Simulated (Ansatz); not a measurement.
## ClGeH₅OSi, SMILES Cl[SiH2][O][GeH3]: a rigid scan of one bond length, step by step

Program: the Python package of Ansatz (0.2.0).

Typed at the interpreter:
```pycon
>>> import ansatz as az
>>> import numpy as np
>>> BASIS_SET = 'def2-SVP'
>>> XC = 'r2scan0'
>>> GEOMETRY = '''
... Cl   -0.72470    2.18060   -2.32910
... Si    0.04490    1.07770   -0.79390
... O    -0.96920   -0.30190   -0.54380
... Ge   -0.07250   -1.19200    0.79960
... H     1.41010    0.66090   -1.19490
... H     0.10360    1.91720    0.42600
... H     1.31350   -1.62180    0.39040
... H    -0.93190   -2.46110    1.10720
... H    -0.08530   -0.30590    2.12140
... '''
>>> clgeh5osi = az.Crystal.molecule()
>>> for line in GEOMETRY.strip().splitlines():
...     symbol, *xyz = line.split()
...     clgeh5osi = clgeh5osi.atom(symbol, [float(v) for v in xyz])
...
>>> symbols = [site.symbol for site in clgeh5osi.cartesian_sites]
>>> start = np.array([site.position_ang for site in clgeh5osi.cartesian_sites])
>>> axis = (start[3] - start[2]) / np.linalg.norm(start[3] - start[2])
>>> moving = [3, 6, 7, 8]
>>> lengths, energies = [1.57, 1.7, 1.84, 2.03, 2.31, 2.77, 3.32, 4.06], []
>>> for length in lengths:
...     xyz = start.copy()
...     xyz[moving] += (length - np.linalg.norm(start[3] - start[2])) * axis
...     point = az.Crystal.molecule()
...     for symbol, place in zip(symbols, xyz):
...         point = point.atom(symbol, place.tolist())
...     job = point.calculation().basis(gaussian=BASIS_SET).functional(XC).spin('collinear')
...     data = job.run(threads=1).report
...     energies.append(data['free_energy_ev'])
...     print(f'r = {length:6.3f} A  E = {energies[-1]:.5f} eV  <S^2> = {abs(data["mean_field"]["state"]["spin_squared"]):.3f}')
...
r =  1.570 A  E = -79029.24359 eV  <S^2> = 0.000
r =  1.700 A  E = -79030.15300 eV  <S^2> = 0.000
r =  1.840 A  E = -79030.33836 eV  <S^2> = 0.000
r =  2.030 A  E = -79029.96251 eV  <S^2> = 0.000
r =  2.310 A  E = -79028.95909 eV  <S^2> = 0.000
r =  2.770 A  E = -79027.39915 eV  <S^2> = 0.292
r =  3.320 A  E = -79026.60842 eV  <S^2> = 0.773
r =  4.060 A  E = -79026.33658 eV  <S^2> = 1.007
>>> print('energy above the lowest point (eV):', [round(e - min(energies), 3) for e in energies])
energy above the lowest point (eV): [1.095, 0.185, 0.0, 0.376, 1.379, 2.939, 3.73, 4.002]
```

Notes:
- Total energies depend on the basis set; only differences at equal settings carry meaning.
- The rest of the molecule is held rigid at a force-field or estimated start geometry, and the basis set is modest; single-reference methods fail as a bond breaks.
- The expectation value of S² is noticeably off S(S+1) in at least one run, so that state is spin-contaminated.
- It ran for 4.3 min on 1 thread of Arm Neoverse V1, with other jobs on the host, peak memory 0.53 GiB.

(Lines on the test bed's own set-up are left out of the output.)
